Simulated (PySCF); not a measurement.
# A gas-phase reaction: Cl2GaHO + H2S → Cl2GaHS + H2O

Wanted: the reaction energy for `[OH][Ga]([Cl])[Cl]` + `S` → `[SH][Ga]([Cl])[Cl]` + `O`.

Computed with PySCF 2.14.0; each step states its level. No surroundings beyond the atoms listed, unless a continuum is named. Atoms count from 0, parts from 1.

## (1) The system as given

Each species was relaxed by itself at PBE0-D3(BJ)/def2-SVPD.

## (2) Reaction energy: wB97M-D3(BJ)/def2-TZVPD

What the job is given:

```
{"job": {"kind": "react", "xc": "wB97M-D3(BJ)", "basis": "def2-TZVPD"}, "charge": 0, "multiplicity": 1}
-1 Cl2GaHO charge 0 multiplicity 1
O     -1.061430     0.301010     0.887440
Ga     0.140820    -0.005360    -0.375800
Cl     2.051590    -0.839770     0.095300
Cl    -0.356510     0.475980    -2.383420
H     -0.774520     0.068140     1.776460

-1 H2S charge 0 multiplicity 1
S     -0.007280     0.615500     0.000100
H     -0.981050    -0.319470    -0.003510
H      0.968720    -0.317160     0.001920

+1 Cl2GaHS charge 0 multiplicity 1
S      0.204860     1.673700    -0.488970
Ga     0.030890    -0.481580    -0.195400
Cl     0.446200    -1.824020    -1.805160
Cl    -0.548880    -1.307180     1.694660
H     -0.133490     1.938320     0.794860

+1 H2O charge 0 multiplicity 1
O     -0.001510     0.389400     0.000560
H     -0.762120    -0.197650    -0.001930
H      0.763660    -0.191720     0.001360
```

Method: wB97M-D3(BJ)/def2-TZVPD reaction energy of separated species, gas phase.

Run with:

```bash
OMP_NUM_THREADS=1 python cluster_run.py task.json out
```

This one command runs all jobs of the session in turn.

What it wrote:

```text
species 1 (Cl2GaHO)
coarse grid: 27704 points
cycle   1  E = -2921.2680329509  dE = -1.893e-01  |g| = 1.014e+00  |ddm| = 1.917e+00
cycle   2  E = -2921.2008062636  dE =  6.723e-02  |g| = 1.313e+00  |ddm| = 1.465e+00
cycle   3  E = -2921.4284887479  dE = -2.277e-01  |g| = 8.009e-02  |ddm| = 7.921e-01
cycle   4  E = -2921.4296956998  dE = -1.207e-03  |g| = 4.943e-02  |ddm| = 9.376e-02
cycle   5  E = -2921.4300795252  dE = -3.838e-04  |g| = 9.042e-03  |ddm| = 2.916e-02
cycle   6  E = -2921.4301007683  dE = -2.124e-05  |g| = 3.728e-03  |ddm| = 1.094e-02
cycle   7  E = -2921.4301042487  dE = -3.480e-06  |g| = 5.212e-04  |ddm| = 4.340e-03
final grid: 53368 points
cycle   8  E = -2921.4300500070  dE = -2.367e-07  |g| = 2.275e-04  |ddm| = 1.823e-03
cycle   9  E = -2921.4300500330  dE = -2.603e-08  |g| = 1.535e-04  |ddm| = 4.364e-04
cycle  10  E = -2921.4300500392  dE = -6.134e-09  |g| = 6.803e-05  |ddm| = 1.196e-04
cycle  11  E = -2921.4300500409  dE = -1.735e-09  |g| = 3.026e-05  |ddm| = 1.006e-04
cycle  12  E = -2921.4300500412  dE = -3.179e-10  |g| = 4.527e-06  |ddm| = 4.377e-05
converged SCF energy = -2921.4300500412

species 2 (H2S)
coarse grid: 11264 points
cycle   1  E = -399.4336014939  dE = -1.424e-01  |g| = 1.945e-01  |ddm| = 1.016e+00
cycle   2  E = -399.4459455118  dE = -1.234e-02  |g| = 1.106e-01  |ddm| = 2.399e-01
cycle   3  E = -399.4491448090  dE = -3.199e-03  |g| = 1.578e-02  |ddm| = 9.278e-02
cycle   4  E = -399.4492191508  dE = -7.434e-05  |g| = 4.851e-03  |ddm| = 1.790e-02
cycle   5  E = -399.4492313880  dE = -1.224e-05  |g| = 9.336e-04  |ddm| = 7.536e-03
cycle   6  E = -399.4492321191  dE = -7.312e-07  |g| = 1.776e-04  |ddm| = 2.124e-03
final grid: 22496 points
cycle   7  E = -399.4492197062  dE = -2.321e-08  |g| = 1.134e-04  |ddm| = 6.059e-04
cycle   8  E = -399.4492197092  dE = -2.970e-09  |g| = 6.804e-05  |ddm| = 1.498e-04
cycle   9  E = -399.4492197099  dE = -7.672e-10  |g| = 8.725e-06  |ddm| = 5.990e-05
converged SCF energy = -399.4492197099

species 3 (Cl2GaHS)
coarse grid: 28840 points
cycle   1  E = -3244.3119217585  dE = -2.095e-01  |g| = 8.067e-01  |ddm| = 1.894e+00
cycle   2  E = -3244.3153348507  dE = -3.413e-03  |g| = 9.651e-01  |ddm| = 1.062e+00
cycle   3  E = -3244.4154578307  dE = -1.001e-01  |g| = 4.741e-02  |ddm| = 5.141e-01
cycle   4  E = -3244.4161682982  dE = -7.105e-04  |g| = 1.981e-02  |ddm| = 7.096e-02
cycle   5  E = -3244.4162894208  dE = -1.211e-04  |g| = 4.769e-03  |ddm| = 2.041e-02
cycle   6  E = -3244.4163041423  dE = -1.472e-05  |g| = 1.123e-03  |ddm| = 1.090e-02
cycle   7  E = -3244.4163050358  dE = -8.936e-07  |g| = 4.027e-04  |ddm| = 2.141e-03
final grid: 53904 points
cycle   8  E = -3244.4162700995  dE = -1.471e-07  |g| = 2.910e-04  |ddm| = 1.584e-03
cycle   9  E = -3244.4162701223  dE = -2.279e-08  |g| = 2.815e-04  |ddm| = 4.436e-04
cycle  10  E = -3244.4162701354  dE = -1.314e-08  |g| = 6.091e-05  |ddm| = 1.897e-04
cycle  11  E = -3244.4162701378  dE = -2.350e-09  |g| = 2.892e-05  |ddm| = 1.065e-04
cycle  12  E = -3244.4162701387  dE = -8.986e-10  |g| = 4.834e-06  |ddm| = 9.536e-05
converged SCF energy = -3244.4162701387

species 4 (H2O)
coarse grid: 10128 points
cycle   1  E = -76.4117496581  dE = -7.454e-02  |g| = 5.872e-01  |ddm| = 8.994e-01
cycle   2  E = -76.4087420316  dE =  3.008e-03  |g| = 6.461e-01  |ddm| = 5.038e-01
cycle   3  E = -76.4759334199  dE = -6.719e-02  |g| = 2.731e-02  |ddm| = 2.374e-01
cycle   4  E = -76.4760586240  dE = -1.252e-04  |g| = 5.497e-03  |ddm| = 1.609e-02
cycle   5  E = -76.4760673009  dE = -8.677e-06  |g| = 8.214e-04  |ddm| = 5.831e-03
final grid: 21952 points
cycle   6  E = -76.4760630165  dE = -1.975e-07  |g| = 5.842e-04  |ddm| = 1.373e-03
cycle   7  E = -76.4760630233  dE = -6.838e-09  |g| = 6.465e-04  |ddm| = 6.469e-04
cycle   8  E = -76.4760630869  dE = -6.362e-08  |g| = 3.198e-05  |ddm| = 2.236e-04
cycle   9  E = -76.4760630877  dE = -8.222e-10  |g| = 4.134e-06  |ddm| = 1.105e-04
converged SCF energy = -76.4760630877

Reaction energy = -8.593 kcal/mol
```

Wall time 49 s (1 thread of Arm Neoverse N1, shared host); peak memory 0.73 GiB.

Species by species (with the dispersion term, which the log's SCF energies lack):

| ν | species | energy (Eh) | HOMO (eV) |
| --- | --- | --- | --- |
| -1 | [OH][Ga]([Cl])[Cl] | -2921.43408 | -11.79 |
| -1 | S | -399.45056 | -9.89 |
| +1 | [SH][Ga]([Cl])[Cl] | -3244.42152 | -10.65 |
| +1 | O | -76.47682 | -11.72 |

## (3) Reaction energy: PBE0-D3(BJ)/def2-TZVPD

The job, as its differences from that of step 2:

```diff
@@ -1,2 +1,2 @@
-{"job": {"kind": "react", "xc": "wB97M-D3(BJ)", "basis": "def2-TZVPD"}, "charge": 0, "multiplicity": 1}
+{"job": {"kind": "react", "xc": "PBE0", "basis": "def2-TZVPD", "disp": "d3bj"}, "charge": 0, "multiplicity": 1}
 -1 Cl2GaHO charge 0 multiplicity 1
```

Level: PBE0-D3(BJ)/def2-TZVPD reaction energy of separated species, gas phase.

What it wrote:

```text
species 1 (Cl2GaHO)
coarse grid: 27704 points
cycle   1  E = -2920.4714418573  dE = -1.086e-01  |g| = 1.120e+00  |ddm| = 2.000e+00
cycle   2  E = -2919.9321893629  dE =  5.393e-01  |g| = 2.081e+00  |ddm| = 2.134e+00
cycle   3  E = -2920.6384786293  dE = -7.063e-01  |g| = 2.921e-01  |ddm| = 1.585e+00
cycle   4  E = -2920.6539433417  dE = -1.546e-02  |g| = 9.362e-02  |ddm| = 2.570e-01
cycle   5  E = -2920.6550416354  dE = -1.098e-03  |g| = 1.786e-02  |ddm| = 5.251e-02
cycle   6  E = -2920.6551117933  dE = -7.016e-05  |g| = 5.649e-03  |ddm| = 1.721e-02
cycle   7  E = -2920.6551177278  dE = -5.934e-06  |g| = 7.648e-04  |ddm| = 3.533e-03
final grid: 53368 points
cycle   8  E = -2920.6551055040  dE =  3.432e-08  |g| = 1.082e-03  |ddm| = 1.769e-03
cycle   9  E = -2920.6551050907  dE =  4.134e-07  |g| = 1.854e-03  |ddm| = 1.944e-03
cycle  10  E = -2920.6551057220  dE = -6.313e-07  |g| = 1.856e-04  |ddm| = 1.237e-03
cycle  11  E = -2920.6551057280  dE = -5.974e-09  |g| = 1.974e-05  |ddm| = 1.345e-04
cycle  12  E = -2920.6551057280  dE = -5.548e-11  |g| = 2.699e-06  |ddm| = 1.544e-05
converged SCF energy = -2920.6551057280

species 2 (H2S)
coarse grid: 2864 points
cycle   1  E = -399.2518634739  dE = -9.250e-02  |g| = 1.630e-01  |ddm| = 1.023e+00
cycle   2  E = -399.2538577615  dE = -1.994e-03  |g| = 1.600e-01  |ddm| = 2.978e-01
cycle   3  E = -399.2614718573  dE = -7.614e-03  |g| = 1.497e-02  |ddm| = 1.477e-01
cycle   4  E = -399.2614864690  dE = -1.461e-05  |g| = 1.103e-03  |ddm| = 5.881e-03
cycle   5  E = -399.2614868494  dE = -3.804e-07  |g| = 6.136e-04  |ddm| = 1.717e-03
final grid: 22496 points
cycle   6  E = -399.2625175393  dE = -7.085e-06  |g| = 4.896e-03  |ddm| = 1.692e-02
cycle   7  E = -399.2625181721  dE = -6.328e-07  |g| = 3.960e-03  |ddm| = 6.698e-03
cycle   8  E = -399.2625211046  dE = -2.932e-06  |g| = 2.911e-04  |ddm| = 3.504e-03
cycle   9  E = -399.2625211324  dE = -2.777e-08  |g| = 3.582e-05  |ddm| = 2.357e-04
cycle  10  E = -399.2625211327  dE = -3.620e-10  |g| = 6.382e-06  |ddm| = 2.918e-05
converged SCF energy = -399.2625211327

species 3 (Cl2GaHS)
coarse grid: 28840 points
cycle   1  E = -3243.4535567500  dE = -1.733e-01  |g| = 8.631e-01  |ddm| = 1.963e+00
cycle   2  E = -3243.3363885081  dE =  1.172e-01  |g| = 1.298e+00  |ddm| = 1.362e+00
cycle   3  E = -3243.5514581746  dE = -2.151e-01  |g| = 6.096e-02  |ddm| = 8.470e-01
cycle   4  E = -3243.5520902144  dE = -6.320e-04  |g| = 3.312e-02  |ddm| = 6.693e-02
cycle   5  E = -3243.5524201139  dE = -3.299e-04  |g| = 3.437e-03  |ddm| = 3.120e-02
cycle   6  E = -3243.5524233011  dE = -3.187e-06  |g| = 1.560e-03  |ddm| = 4.655e-03
final grid: 53904 points
cycle   7  E = -3243.5524295847  dE = -8.720e-08  |g| = 1.430e-03  |ddm| = 3.107e-03
cycle   8  E = -3243.5524295152  dE =  6.949e-08  |g| = 1.438e-03  |ddm| = 2.789e-03
cycle   9  E = -3243.5524299977  dE = -4.825e-07  |g| = 2.922e-04  |ddm| = 1.554e-03
cycle  10  E = -3243.5524300128  dE = -1.517e-08  |g| = 2.838e-05  |ddm| = 1.897e-04
cycle  11  E = -3243.5524300130  dE = -1.201e-10  |g| = 1.962e-06  |ddm| = 1.930e-05
converged SCF energy = -3243.5524300130

species 4 (H2O)
coarse grid: 2328 points
cycle   1  E = -76.3044304918  dE = -5.304e-03  |g| = 6.571e-01  |ddm| = 9.011e-01
cycle   2  E = -76.1882094580  dE =  1.162e-01  |g| = 1.036e+00  |ddm| = 7.256e-01
cycle   3  E = -76.3820300708  dE = -1.938e-01  |g| = 3.132e-02  |ddm| = 4.396e-01
cycle   4  E = -76.3822123746  dE = -1.823e-04  |g| = 5.864e-03  |ddm| = 1.606e-02
cycle   5  E = -76.3822175137  dE = -5.139e-06  |g| = 7.850e-04  |ddm| = 2.507e-03
final grid: 21952 points
cycle   6  E = -76.3808944206  dE = -1.510e-05  |g| = 3.450e-03  |ddm| = 9.313e-03
cycle   7  E = -76.3808924529  dE =  1.968e-06  |g| = 4.755e-03  |ddm| = 3.323e-03
cycle   8  E = -76.3808961727  dE = -3.720e-06  |g| = 2.518e-04  |ddm| = 1.966e-03
cycle   9  E = -76.3808961834  dE = -1.061e-08  |g| = 2.399e-05  |ddm| = 1.101e-04
cycle  10  E = -76.3808961835  dE = -1.117e-10  |g| = 3.293e-06  |ddm| = 1.515e-05
converged SCF energy = -76.3808961835

Reaction energy = -10.548 kcal/mol
```

It took 28 s on 1 thread of Arm Neoverse N1, shared host; peak memory 0.63 GiB.

Reaction energy at this level: -10.55 kcal/mol.

## (4) Side by side

Energies in kcal/mol, with wall time:

| run | reaction | time |
| --- | --- | --- |
| wB97M-D3(BJ)/def2-TZVPD | -8.59 | 49 s |
| PBE0-D3(BJ)/def2-TZVPD | -10.55 | 28 s |

## (5) Summary of results

```
                                                quantity                     value
               reaction energy (wB97M-D3(BJ)/def2-TZVPD)            -8.59 kcal/mol
                     ΔH, ΔG at 298 K (xTB thermal terms)       -6.6, -6.4 kcal/mol
range of the reaction energy over the runs of this table  -10.55 to -8.59 kcal/mol
```

What this shows: The reaction is exothermic by 6.6 kcal/mol in the gas phase; dispersion gives -0.40, and xTB itself gave -0.07 for the electronic energy (xTB energies and thermal terms come from the earlier relaxation of each species, not shown). No barrier was sought. The reaction energy runs from -10.55 (PBE0-D3(BJ)/def2-TZVPD) to -8.59 kcal/mol (wB97M-D3(BJ)/def2-TZVPD).
